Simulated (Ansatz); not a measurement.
**CH₄SeSi: a relaxed scan of the bond length C1–H5**

How does the energy rise as the bond length C1–H5 leaves its equilibrium value, and do density functionals follow CCSD(T)? At each value the rest of the molecule is relaxed at PBE0-D4 with the distance held.

The runs use Ansatz 0.2.0, Gaussian basis; single points in def2-TZVPP.

Levels: PBE-D4, r2SCAN-D4, PBE0-D4, B3LYP-D4, wB97M-V, Hartree-Fock, MP2, CCSD, CCSD(T). The scan takes 0.937, 0.969, 1.016, 1.071, 1.132, 1.197, 1.267, 1.340, 1.417 Å.

Correlated methods freeze the cores. Filled d shells of the heavier atoms are correlated. B3LYP uses VWN-RPA correlation.

163 further runs of the same task are left out: 163 set aside as unsound or not needed.

## 1. Starting geometry

The minimum, relaxed at PBE0-D4: SMILES `C[SiH]=[Se]`, 7 atoms, charge 0, spin multiplicity 1.

Atoms are counted from 1 here; the program's logs count them from 0.

Bond lengths: C1–Si2 1.854 Å, C1–H4 1.095 Å, C1–H5 1.090 Å, C1–H6 1.095 Å, Si2–Se3 2.076 Å, Si2–H7 1.488 Å. Angles: Si2–C1–H4 109.7°, Si2–C1–H5 111.3°, Si2–C1–H6 109.7°, H4–C1–H5 109.5°, H4–C1–H6 107.1°, H5–C1–H6 109.4°, C1–Si2–Se3 127.3°, C1–Si2–H7 109.6°, Se3–Si2–H7 123.1°.

Coordinates:

| atom | x (Å) | y (Å) | z (Å) |
| --- | --- | --- | --- |
| C1 | -0.72448 | 0.44570 | -0.24147 |
| Si2 | 0.82718 | -0.44919 | 0.23786 |
| Se3 | 0.98087 | -2.19583 | 1.34901 |
| H4 | -0.69493 | 1.46917 | 0.14591 |
| H5 | -1.60874 | -0.06228 | 0.14235 |
| H6 | -0.78873 | 0.51534 | -1.33208 |
| H7 | 2.00882 | 0.27708 | -0.30159 |

Energies of the minimum (eV), from earlier single points: PBE-D4 -74315.47821, r2SCAN-D4 -74329.12466, PBE0-D4 -74318.49110, B3LYP-D4 -74332.67946, wB97M-V -74325.78712, CCSD(T) -74277.11703.

At the minimum the bond length C1–H5 is 1.090 Å.

## 2. C1–H5 = 0.937 Å

relax/in.yaml reads:

```yaml
crystal:
  periodic: [false, false, false]
  atoms:
    - {symbol: C, position_ang: [-0.724481, 0.445696, -0.241468]}
    - {symbol: Si, position_ang: [0.827184, -0.449185, 0.237865]}
    - {symbol: Se, position_ang: [0.980870, -2.195829, 1.349012]}
    - {symbol: H, position_ang: [-0.694931, 1.469168, 0.145907]}
    - {symbol: H, position_ang: [-1.484885, 0.008872, 0.088589]}
    - {symbol: H, position_ang: [-0.788734, 0.515344, -1.332083]}
    - {symbol: H, position_ang: [2.008825, 0.277076, -0.301594]}
basis:
  gaussian: {orbitals: def2-TZVP}
hamiltonian: {xc: pbe0, dispersion: d4}
relax: {f_tol: 0.005, max_steps: 200, constraints: [{distance: [0, 4]}]}
```

On the command line:

```bash
$ ansatz run in.yaml --threads 2 --pin off --events-out ev --progress --plain --max-ram 4352MiB
```

After this run come: C1–H5 = 0.969 Å; C1–H5 = 1.016 Å; C1–H5 = 1.071 Å; C1–H5 = 1.132 Å; C1–H5 = 1.197 Å; C1–H5 = 1.267 Å; C1–H5 = 1.340 Å; C1–H5 = 1.417 Å.

What does the calculation give? Wanted: highest point, CCSD(T); lowest point, CCSD(T); minimum along the scan, CCSD(T); RMS deviation from CCSD(T); largest T1 diagnostic.

The runs gave:

| quantity | value |
| --- | --- |
| highest point, CCSD(T) | 23.0 kcal/mol at 1.417 Å |
| lowest point, CCSD(T) | 0.0 kcal/mol at 1.090 Å |
| minimum along the scan, CCSD(T) | 1.089 Å |
| curvature there | 33.7 eV/Å² |
| RMS deviation from CCSD(T) | PBE-D4 0.9, r2SCAN-D4 0.1, PBE0-D4 0.2, B3LYP-D4 0.2, wB97M-V 0.4, Hartree-Fock 1.6, MP2 0.6, CCSD 0.3 kcal/mol |
| largest T1 diagnostic | 0.014 |

**Reading.** A polynomial through the near points puts the CCSD(T) minimum 0.001 Å below the PBE0-D4 value. The well is lopsided: squeezing costs more than stretching by the same length. Curvature against CCSD(T): PBE-D4 -4 %, Hartree-Fock +8 %. Best along the scan: r2SCAN-D4. Worst: Hartree-Fock.
